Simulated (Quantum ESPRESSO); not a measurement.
A run of Quantum ESPRESSO 7.5:

Contents of pw.in:

```
&CONTROL
  calculation = 'vc-relax'
  prefix = 'pwscf'
  outdir = './tmp'
  pseudo_dir = './pseudo'
  tprnfor = .true.
  tstress = .true.
  disk_io = 'low'
  nstep = 40
  forc_conv_thr = 0.0004
  etot_conv_thr = 1d-05
/
&SYSTEM
  ibrav = 0
  nat = 8
  ntyp = 2
  ecutwfc = 45
  ecutrho = 360
  nbnd = 43
  occupations = 'smearing'
  smearing = 'mp'
  degauss = 0.00734986
/
&ELECTRONS
  conv_thr = 1.6d-09
  electron_maxstep = 120
  mixing_beta = 0.5
/
&IONS
  ion_dynamics = 'bfgs'
/
&CELL
  cell_dynamics = 'bfgs'
  press = 0
  press_conv_thr = 0.3
/
ATOMIC_SPECIES
Ti    47.8670 ti_pbesol_v1.4.uspp.F.UPF
C     12.0110 c_pbesol_v1.2.uspp.F.UPF
CELL_PARAMETERS angstrom
   4.3300000000    0.0000000000    0.0000000000
   0.0000000000    4.3300000000    0.0000000000
   0.0000000000    0.0000000000    4.3300000000
ATOMIC_POSITIONS crystal
Ti     0.0000000000    0.0000000000    0.0000000000
Ti     0.0000000000    0.5000000000    0.5000000000
Ti     0.5000000000    0.0000000000    0.5000000000
Ti     0.5000000000    0.5000000000    0.0000000000
C      0.5000000000    0.0000000000    0.0000000000
C      0.5000000000    0.5000000000    0.5000000000
C      0.0000000000    0.0000000000    0.5000000000
C      0.0000000000    0.5000000000    0.0000000000
K_POINTS automatic
8 8 8 0 0 0
```

Potentials or basis: GBRV 1.5 PBEsol.

Launch:

```sh
$ OMP_NUM_THREADS=1 mpirun -n 4 pw.x -nk 4 -in pw.in > pw.out
```

Hardware: 4 MPI ranks on AMD EPYC 7571 (shared host).

Estimate the wall time of this run.

Run time: 5.6 min on 4 MPI ranks on AMD EPYC 7571 (shared host), peak memory 0.6 GiB a rank. Counts: scf iterations 69, k pools 4, bands 43, ion steps 4, k points 35, g dense 63077.
